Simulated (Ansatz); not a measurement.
# H7InO2Si2: how energies converge with the basis set

One table from this session's results is given with a row withheld; the runs are named, their logs left out.

Method: one geometry, several basis sets; program: Ansatz 0.2.0, Gaussian basis.

Levels to be run: PBE0-D4/def2-SVP; ωB97M-V/def2-SVP; PBE0-D4/def2-QZVPP; ωB97M-V/def2-QZVPP; the functionals' def2-TZVPP values are taken from earlier runs.

## The relaxed structure

The geometry comes from an earlier relaxation with PBE0-D4 in a triple-zeta def2 set; it is a stationary point, not always the lowest conformer. In takes the def2 core potential; no spin-orbit term is included.

SMILES `[SiH3][O][InH][O][SiH3]`, 12 atoms, charge 0, spin multiplicity 1.

Atoms are counted from 1 here; the program's logs count them from 0.

Bond lengths: Si1–O2 1.629 Å, Si1–H6 1.489 Å, Si1–H7 1.488 Å, Si1–H8 1.492 Å, O2–In3 1.969 Å, In3–O4 1.969 Å, In3–H9 1.681 Å, O4–Si5 1.629 Å, Si5–H10 1.488 Å, Si5–H11 1.489 Å, Si5–H12 1.492 Å. Angles: O2–Si1–H6 111.2°, O2–Si1–H7 109.1°, O2–Si1–H8 111.6°, H6–Si1–H7 108.6°, H6–Si1–H8 108.0°, H7–Si1–H8 108.3°, Si1–O2–In3 139.7°, O2–In3–O4 110.2°, O2–In3–H9 124.9°, O4–In3–H9 124.9°, In3–O4–Si5 139.6°, O4–Si5–H10 109.1°, O4–Si5–H11 111.2°, O4–Si5–H12 111.6°, H10–Si5–H11 108.6°, H10–Si5–H12 108.3°, H11–Si5–H12 108.0°.

Set-up of the first run:

in.yaml

```yaml
crystal:
  periodic: [false, false, false]
  atoms:
    - {symbol: Si, position_ang: [-1.952488, 0.022493, 0.838901]}
    - {symbol: O, position_ang: [-0.643821, -0.354293, 1.733089]}
    - {symbol: In, position_ang: [1.283138, -0.688568, 1.506688]}
    - {symbol: O, position_ang: [1.831292, -0.280823, -0.339860]}
    - {symbol: Si, position_ang: [1.218371, 0.371654, -1.701026]}
    - {symbol: H, position_ang: [-2.114868, 1.498101, 0.718899]}
    - {symbol: H, position_ang: [-3.167316, -0.536841, 1.491779]}
    - {symbol: H, position_ang: [-1.857667, -0.544686, -0.537921]}
    - {symbol: H, position_ang: [2.312271, -1.242083, 2.715663]}
    - {symbol: H, position_ang: [2.320861, 0.993970, -2.483409]}
    - {symbol: H, position_ang: [0.562851, -0.664870, -2.546077]}
    - {symbol: H, position_ang: [0.207377, 1.425956, -1.396727]}
basis:
  gaussian: {orbitals: def2-SVP}
hamiltonian: {xc: pbe0, dispersion: d4}
output: {orbitals: {seedname: orbitals}}
```

Run with:

```console
$ ansatz run in.yaml --threads 2 --pin off --events-out ev --progress --plain --max-ram 32768MiB --backend cpu
```

Steps of the session up to this table: PBE0-D4 in def2-SVP; ωB97M-V in def2-SVP; PBE0-D4 in def2-QZVPP; ωB97M-V in def2-QZVPP.

One of the session's tables, all rows but one given; the rest of the session is left out.

It belongs to the step «Functionals by basis». 

| functional | basis | HOMO (eV) | LUMO (eV) |
| --- | --- | --- | --- |
| PBE0-D4 | def2-SVP | -8.07 | -1.46 |
| PBE0-D4 | def2-TZVPP | -8.17 | -1.54 |
| PBE0-D4 | def2-QZVPP | -8.19 | -1.57 |
| ωB97M-V | def2-SVP | -10.31 | 0.10 |
| ωB97M-V | def2-TZVPP | -10.45 | -0.14 |
| ωB97M-V | def2-QZVPP | ? | ? |

Estimate the missing values for ωB97M-V, def2-QZVPP.

**Answer.** HOMO (eV): -10.47; LUMO (eV): -0.19. In the column «HOMO (eV)» it is the lowest.
